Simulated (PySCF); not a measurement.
# C5H7F3O2: the cost of one run

Computed with PySCF 2.14.0 and routines of our own; the level stands in each step. Atoms count from 0.

## 1. The system as given

17 atoms, charge 0, multiplicity 1; geometry from: GFN2-xTB.

## 2. Magnetic properties: GIAO B3LYP/pcSseg-1

What the job is given:

```
{"job": {"kind": "mag", "xc": "B3LYP", "basis": "pcSseg-1", "isotopologues": 0}, "charge": 0, "multiplicity": 1}
F      3.469560    -0.292148     0.814320
C      2.614410     0.729973     0.603162
F      2.967483     1.704976     1.430820
F      2.887409     1.154017    -0.645045
O      1.353351     0.414288     0.798792
C      0.841061    -0.638348    -0.047186
C     -0.625907    -0.841288     0.308606
C     -1.458626     0.340243    -0.138953
C     -2.861667     0.178786    -0.522636
O     -1.858110     0.368750    -1.477590
H      0.941064    -0.340086    -1.095933
H      1.418441    -1.550836     0.134033
H     -0.719410    -0.963977     1.388244
H     -0.977027    -1.744210    -0.192016
H     -1.139638     1.297062     0.265799
H     -3.307148    -0.809069    -0.500572
H     -3.552245     1.003897    -0.394243
```

Level: GIAO B3LYP/pcSseg-1 magnetisability, rotational g tensor and spin-rotation constants, non-relativistic, gas phase.

Launch:

```
$ OMP_NUM_THREADS=1 python excited_run.py task.json out
```

One launch serves the whole session: the jobs run in the order shown.

**Question.** How long does this first job take on 1 thread of Arm Neoverse N1, shared host, and how much memory does it need?

About 77 s, with a peak of 0.94 GiB.
